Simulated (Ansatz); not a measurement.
**LuAg3P4: what a guessed cell relaxes into**

Where does this trial cell of LuAg3P4 go when cell and atoms are let free?

Computed with Ansatz 0.2.0 (DFT PBE, scalar-relativistic, plane waves, PAW, unless a step's input says otherwise).

2 further runs of the same task are left out: 1 that didn't finish, 1 set aside as unsound or not needed.

**1. The starting structure**

It takes space group P-3m1 (No. 164, trigonal). The conventional cell has a = 5.217 Å, b = 5.217 Å, c = 7.652 Å, α = 90.00°, β = 90.00°, γ = 120.00°. Around Lu (site symmetry -3m) lie 6 Ag at 3.09 Å and 6 P at 3.54 Å. Around Ag (site symmetry 3m) lie 2 P at 2.54 to 2.79 Å. Ag (site symmetry -3m) is surrounded by 6 P at 3.03 Å. P (site symmetry 3m) is surrounded by 1 P at 2.32 Å and 1 Ag at 2.54 Å. P (site symmetry 3m) has 4 P at 2.32 to 3.10 Å and 4 Ag at 2.79 to 3.03 Å as nearest neighbours.

Structure file:

```cif
data_structure
_symmetry_space_group_name_H-M 'P 1'
_symmetry_Int_Tables_number 1
_cell_length_a 5.2166
_cell_length_b 5.2166
_cell_length_c 7.6524
_cell_angle_alpha 90.000
_cell_angle_beta 90.000
_cell_angle_gamma 120.000
_cell_volume 180.35
loop_
_atom_site_label
_atom_site_type_symbol
_atom_site_fract_x
_atom_site_fract_y
_atom_site_fract_z
_atom_site_occupancy
Lu1 Lu 0.00000 0.00000 0.00000 1
Ag1 Ag 0.33333 0.66667 0.08795 1
Ag2 Ag 0.66667 0.33333 0.91205 1
Ag3 Ag 0.00000 0.00000 0.50000 1
P1 P 0.33333 0.66667 0.75573 1
P2 P 0.66667 0.33333 0.24427 1
P3 P 0.33333 0.66667 0.45232 1
P4 P 0.66667 0.33333 0.54768 1
```

The cell is invented: random cell by space group and Wyckoff sites (P-3m1, No. 164). The dimensions are guesses.

**2. A first look at the guess**

input.yaml

```yaml
crystal:
  lattice:
    - [5.21664735, 0.0, 0.0]
    - [-2.60832367, 4.51774913, 0.0]
    - [0.0, 0.0, 7.65238822]
  atoms:
    - { symbol: Lu, position: [0.0, 0.0, 0.0] }
    - { symbol: Ag, position: [0.33333333, 0.66666667, 0.08794545] }
    - { symbol: Ag, position: [0.66666667, 0.33333333, 0.91205455] }
    - { symbol: Ag, position: [0.0, 0.0, 0.5] }
    - { symbol: P, position: [0.33333333, 0.66666667, 0.75573042] }
    - { symbol: P, position: [0.66666667, 0.33333333, 0.24426958] }
    - { symbol: P, position: [0.33333333, 0.66666667, 0.45231783] }
    - { symbol: P, position: [0.66666667, 0.33333333, 0.54768217] }
basis:
  ecutwfc: 420
kpoints:
  mp_grid: { grid: [6, 6, 2] }
hamiltonian:
  xc: pbe
scf:
  occupations: { method: gaussian, width: 0.1 }
  lower_state_search: "off"
output:
  forces: true
  stress: true
  eigenvalues: true
```

Started as:

```sh
$ ansatz run input.yaml --threads 1 --pin off --max-ram 2560MiB --backend cpu --events-out ev --progress --plain --runs-dir out
```

The session goes on with these runs: rough relaxation on the coarse mesh; full relaxation.

What does the calculation give? Wanted: conventional cell; volume; energy over the elements, black P; gap on the mesh.

The runs gave:

| quantity | value |
| --- | --- |
| symmetry at the end (tolerance 0.05 Å) | space group P-3m1 (No. 164) |
| conventional cell | a = 4.589 Å, b = 4.589 Å, c = 8.017 Å, α = 90.00°, β = 90.00°, γ = 120.00° |
| volume | 18.28 Å³/atom |
| energy over the elements, black P | -0.03 eV/atom |
| gap on the mesh | none (metal) |

**Reading.** The space group P-3m1 (No. 164) is kept, and the volume per atom shrinks by 18.9 % from the first guess. The formation energy of this structure is too near zero to say whether it is bound against the elements. No finished test with a distortion of lower symmetry is shown, so the end may be a saddle point. The runs treat Lu without spin-orbit coupling.
